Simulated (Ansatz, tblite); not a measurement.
# Ge(CN)2H2 (C2H2GeN2): spin states and exact exchange

Is the singlet the ground state of Ge(CN)2H2 (C2H2GeN2)? Other spin states are computed and compared level by level.

The runs use Ansatz 0.2.0, Gaussian basis; as each input shows.

The runs, in order: triplet, at the geometry of the singlet (GFN1-xTB, GFN2-xTB, PBE0-D4/def2-TZVP, PBE-D4/def2-TZVP, r2SCAN-D4/def2-TZVP); the singlet's energies come from earlier runs.

## 1. The structure

The geometry is that of the singlet, from an earlier relaxation (r2SCAN-D4/def2-SVP).

7 atoms, charge 0, spin multiplicity 1.

Bond lengths: Ge1–C2 1.916 Å, Ge1–C4 1.916 Å, Ge1–H6 1.522 Å, Ge1–H7 1.522 Å, C2–N3 1.164 Å, C4–N5 1.164 Å. Angles: C2–Ge1–C4 106.3°, C2–Ge1–H6 108.8°, C2–Ge1–H7 108.9°, C4–Ge1–H6 108.9°, C4–Ge1–H7 108.9°, H6–Ge1–H7 114.7°, Ge1–C2–N3 177.9°, Ge1–C4–N5 178.5°.

## 2. Triplet at the fixed geometry, GFN1-xTB

Tight binding, by tblite at 300 K electronic temperature and without a spin-polarisation term:

```python
tblite.interface.Calculator('GFN1-xTB', numbers, positions, charge=0, uhf=2).singlepoint()
```

Energy -355.7768 eV; 0.003 s.

## 3. Triplet at the fixed geometry, GFN2-xTB

Tight binding, by tblite at 300 K electronic temperature and without a spin-polarisation term:

```python
tblite.interface.Calculator('GFN2-xTB', numbers, positions, charge=0, uhf=2).singlepoint()
```

Energy -347.8218 eV; 0.004 s.

## 4. Triplet at the fixed geometry, PBE0-D4/def2-TZVP

The input, in.yaml:

```yaml
crystal:
  periodic: [false, false, false]
  atoms:
    - {symbol: Ge, position_ang: [-0.498186, 0.013607, -0.356473]}
    - {symbol: C, position_ang: [-0.453279, -0.013593, 1.558378]}
    - {symbol: N, position_ang: [-0.467219, -0.022997, 2.722258]}
    - {symbol: C, position_ang: [1.326944, -0.014216, -0.937525]}
    - {symbol: N, position_ang: [2.426037, -0.030344, -1.320432]}
    - {symbol: H, position_ang: [-1.141794, 1.314908, -0.814510]}
    - {symbol: H, position_ang: [-1.192504, -1.247365, -0.851707]}
basis:
  gaussian: {orbitals: def2-TZVP}
magnetization: {spin_polarized: true, initial_magnetization: 2}
hamiltonian: {xc: pbe0, dispersion: d4}
scf: {omitted_lower_state_checks: [starts]}
output: {orbitals: {seedname: orbitals}}
```

The run is started by

```console
$ ansatz run in.yaml --threads 2 --pin off --events-out ev --progress --plain --max-ram 4352MiB
```

The log of the run:

```text
Functional definition: PBE0
  name "PBE0"
  cite "Adamo & Barone, J. Chem. Phys. 110, 6158 (1999) doi:10.1063/1.478522"
  cite "Perdew, Burke & Ernzerhof, Phys. Rev. Lett. 77, 3865 (1996) doi:10.1103/PhysRevLett.77.3865"
  parent pbe
  parameter a = 0.25
  parameter kappa = 0.804
  parameter beta = 0.06672455060314922
  exchange = (1 - a)*pbe_x(kappa = kappa, mu = beta*pi^2/3) + a*exact_x
  correlation = pbe_c(beta = beta)
these checks for a lower state are left out or cut short: starts
1159 factors; their error is unknown
mean field evaluation 1: about -61569.7541 eV, gradient 5.4e1 eV
mean field evaluation 2: about -61409.8543 eV, gradient 1.7e2 eV
mean field evaluation 4: about -61583.2340 eV, gradient 1.9e1 eV
mean field evaluation 8: about -61584.7856 eV, gradient 4.0e-1 eV
mean field evaluation 16: about -61584.7916 eV, gradient 8.8e-2 eV
mean field evaluation 32: about -61586.1579 eV, gradient 1.8e-3 eV
mean field -61586.15786188 eV, -2263.2495568269 hartree, gradient 6.9e-6 eV, S^2 2.007141; 0 other end points of the search recorded, 0 dependent functions left out
reference -61586.15788986 eV, -2263.2495578554 hartree; 31, 29 occupied and 153, 155 virtual orbitals, 1159 factors
Total energy: -61586.28276636 eV, -2263.2541469821 hartree
Checks for a lower state left out: starts
```

Wall time 24 s (2 threads of Arm Neoverse V2, shared host); peak memory 0.75 GiB.

HOMO -4.74 eV, LUMO -6.77 eV (over both spins; with the spin held, an empty level of the minority spin lies below the top filled one); ⟨S²⟩ 2.007 (pure: 2.00).

## 5. Triplet at the fixed geometry, PBE-D4/def2-TZVP

start.molden holds the orbitals of an earlier run on this state, given as this run's starting guess.

in.yaml, as its differences from that of step 4:

```diff
@@ -11,5 +11,5 @@
 basis:
-  gaussian: {orbitals: def2-TZVP}
+  gaussian: {orbitals: def2-TZVP, initial_orbitals: start.molden}
 magnetization: {spin_polarized: true, initial_magnetization: 2}
-hamiltonian: {xc: pbe0, dispersion: d4}
+hamiltonian: {xc: pbe, dispersion: d4}
 scf: {omitted_lower_state_checks: [starts]}
```

Same command.

The log of the run:

```text
Functional definition: PBE
  name "PBE"
  cite "Perdew, Burke & Ernzerhof, Phys. Rev. Lett. 77, 3865 (1996) doi:10.1103/PhysRevLett.77.3865"
  parent pbe
  parameter kappa = 0.804
  parameter beta = 0.06672455060314922
  exchange = pbe_x(kappa = kappa, mu = beta*pi^2/3)
  correlation = pbe_c(beta = beta)
these checks for a lower state are left out or cut short: starts
1116 factors; their error is unknown
mean field evaluation 1: about -61584.4820 eV, gradient 8.1e0 eV
mean field evaluation 2: about -61584.6546 eV, gradient 4.4e-1 eV
mean field evaluation 4: about -61584.6754 eV, gradient 8.7e-3 eV
mean field evaluation 8: about -61584.6520 eV, gradient 2.9e-3 eV
mean field evaluation 16: about -61584.6520 eV, gradient 1.8e-5 eV
mean field -61584.65201328 eV, -2263.1942179118 hartree, gradient 9.8e-6 eV, S^2 2.004712; 0 other end points of the search recorded, 0 dependent functions left out
reference -61584.65205033 eV, -2263.1942192733 hartree; 31, 29 occupied and 153, 155 virtual orbitals, 1116 factors
Total energy: -61584.79889025 eV, -2263.1996155408 hartree
Checks for a lower state left out: starts
```

Run time: 12 s. Hardware: 2 threads of Arm Neoverse V2, shared host.

HOMO -3.29 eV, LUMO -8.31 eV (over both spins; with the spin held, an empty level of the minority spin lies below the top filled one); ⟨S²⟩ 2.005 (pure: 2.00).

## 6. Triplet at the fixed geometry, r2SCAN-D4/def2-TZVP

in.yaml, as its differences from that of step 5:

```diff
@@ -13,3 +13,3 @@
 magnetization: {spin_polarized: true, initial_magnetization: 2}
-hamiltonian: {xc: pbe, dispersion: d4}
+hamiltonian: {xc: r2scan, dispersion: d4}
 scf: {omitted_lower_state_checks: [starts]}
```

The command is unchanged.

The log of the run:

```text
Functional definition: r2SCAN
  name "r2SCAN"
  cite "Furness, Kaplan, Ning, Perdew & Sun, J. Phys. Chem. Lett. 11, 8208 (2020) doi:10.1021/acs.jpclett.0c02405"
  cite "Furness, Kaplan, Ning, Perdew & Sun, J. Phys. Chem. Lett. 11, 9248 (2020) doi:10.1021/acs.jpclett.0c03077"
  parent r2scan
  parameter k0 = 0.174
  parameter k1 = 0.065
  parameter a1 = 4.9479
  exchange = r2scan_x(k0 = k0, k1 = k1, a1 = a1)
  correlation = r2scan_c
these checks for a lower state are left out or cut short: starts
1116 factors; their error is unknown
mean field evaluation 1: about -61596.3006 eV, gradient 5.2e0 eV
mean field evaluation 2: about -61596.3586 eV, gradient 1.2e-1 eV
mean field evaluation 4: about -61596.3459 eV, gradient 1.2e-2 eV
mean field evaluation 8: about -61596.3459 eV, gradient 2.4e-5 eV
mean field evaluation 16: about -61596.3459 eV, gradient 5.1e-5 eV
mean field -61596.34588205 eV, -2263.6239596627 hartree, gradient 6.4e-6 eV, S^2 2.010155; 0 other end points of the search recorded, 0 dependent functions left out
reference -61596.34589390 eV, -2263.6239600981 hartree; 31, 29 occupied and 153, 155 virtual orbitals, 1116 factors
Total energy: -61596.38167956 eV, -2263.6252751966 hartree
Checks for a lower state left out: starts
```

It took 21 s on 2 threads of Arm Neoverse V2, shared host.

HOMO -3.79 eV, LUMO -7.68 eV (over both spins; with the spin held, an empty level of the minority spin lies below the top filled one); ⟨S²⟩ 2.010 (pure: 2.00).

## 7. Triplet less singlet, vertical

The singlet's energies are those of its earlier runs, whose logs aren't repeated here.

```
              level  triplet less singlet, vertical (kcal/mol)     time
           GFN1-xTB                                     +119.2  0.007 s
           GFN2-xTB                                     +105.1  0.006 s
   PBE-D4/def2-TZVP                                     +138.5     14 s
r2SCAN-D4/def2-TZVP                                     +133.5     24 s
  PBE0-D4/def2-TZVP                                     +135.2     28 s
```

Times add the two runs; a level without a time comes out of a correlated run. Tight binding without a spin term can't rank spin states.

## 8. Outcome

```
                                                quantity                                           value
triplet less singlet, vertical, functionals in def2-TZVP  +133.5 (r2SCAN-D4) to +138.5 kcal/mol (PBE-D4)
```

In words: All functionals put the triplet above the singlet, over a spread of 4.9 kcal/mol. The checks for a lower triplet were left out, so another state of that spin may lie lower. These are electronic energies, without zero-point motion, entropy or surroundings.
